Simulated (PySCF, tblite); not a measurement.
# C5H11ClSi2: geometry, infrared bands and NMR shifts

Wanted: the infrared bands and NMR shifts of C5H11ClSi2 (`C=CC/C=C(\Cl)[SiH2][SiH3]`), by calculation.

Programs: tblite 0.8.0 and PySCF 2.14.0, with density-fitted response routines of our own. Each step states its level of theory. These are calculated values for one molecule in the gas phase, unless marked as measured. Atoms are numbered from 0 throughout.

### 1 The starting structure

19 atoms, charge 0, multiplicity 1; geometry from: force field or distance geometry start.

Bonds of the start (Å): C0–C1 1.33, C1–C2 1.51, C2–C3 1.49, C3–C4 1.34, C4–Cl5 1.76, C4–Si6 1.88, Si6–Si7 2.31, C0–H8 1.09, C0–H9 1.09, C1–H10 1.08, C2–H11 1.09, C2–H12 1.11, C3–H13 1.10, Si6–H14 1.50, Si6–H15 1.48, Si7–H16 1.49, Si7–H17 1.48, Si7–H18 1.48.

### 2 Optimising the geometry with GFN2-xTB

What the job is given:

```
{"job": {"kind": "relax", "xc": "GFN2-xTB", "basis": "xTB"}, "charge": 0, "multiplicity": 1}
C     -3.488600     1.215600     0.359500
C     -2.380000     0.951500    -0.328900
C     -1.869100    -0.440800    -0.618600
C     -0.577900    -0.695500     0.076400
C      0.640000    -0.898300    -0.453600
Cl     0.845300    -0.847400    -2.204800
Si     2.154100    -1.222400     0.603900
Si     3.490900     0.663200     0.612100
H     -4.128700     0.427800     0.752900
H     -3.807100     2.244000     0.542500
H     -1.778100     1.770800    -0.699300
H     -1.803800    -0.550200    -1.705900
H     -2.610100    -1.189500    -0.283800
H     -0.677800    -0.744500     1.167600
H      1.710200    -1.538900     1.997700
H      2.893300    -2.404500     0.095800
H      3.959700     0.989800    -0.760900
H      2.737500     1.825900     1.141000
H      4.680300     0.452500     1.475300
```

Run with:

```
OMP_NUM_THREADS=1 python probes_run.py task.json out
```

This one command runs all jobs of the session in turn.

**Question.** This job is followed by: GFN2-xTB harmonic vibrations, gas phase; GIAO PBE0/pcSseg-1 NMR shielding, non-relativistic, gas phase. Predict these results of the whole session: strongest single infrared mode (GFN2-xTB); zero-point energy (GFN2-xTB); 13C shifts against TMS (PBE0/pcSseg-1); 1H shifts against TMS (PBE0/pcSseg-1, means over atoms taken as alike); 35Cl shifts against HCl (PBE0/pcSseg-1); 29Si shifts against TMS (PBE0/pcSseg-1); surface potential, 1st and 99th percentile.

As calculated:

| quantity | value |
| --- | --- |
| strongest single infrared mode (GFN2-xTB) | 673 cm⁻¹, 608 km/mol |
| zero-point energy (GFN2-xTB) | 82.9 kcal/mol |
| 13C shifts against TMS (PBE0/pcSseg-1) | 149.0, 143.3, 140.3, 123.4, 40.4 ppm |
| 1H shifts against TMS (PBE0/pcSseg-1, means over atoms taken as alike) | 6.26, 5.87, 5.45, 5.35, 4.39, 3.52, 3.29 ppm |
| 35Cl shifts against HCl (PBE0/pcSseg-1) | 219 ppm |
| 29Si shifts against TMS (PBE0/pcSseg-1) | -66.4, -116.5 ppm |
| surface potential, 1st and 99th percentile | -0.56 V and 1.05 V |

What this shows: Relaxing lowered the energy by 0.129 eV in 73 steps; the close pair that moved most is Si6–H14, from 1.497 to 1.470 Å. The lowest mode is slightly imaginary (8i cm⁻¹), a soft motion within the noise of the Hessian, so the minimum is not strictly shown. The strongest single mode, at 673 cm⁻¹, is carried by H14, H15, Si6. GFN2-xTB is a fitted tight-binding method: band positions and strengths are rough. Its intensities can rank the bands wrongly. At PBE0/pcSseg-1: The widest tensor belongs to Cl5: span 446 ppm, with a paramagnetic part of -419 ppm. By nearest atom (PBE0/pcSseg-1), the HOMO sits on C3, C4 about 22 % each; Cl5 21 % and the LUMO on C3, C4 about 23 % each; C0, C1 about 7 % each.
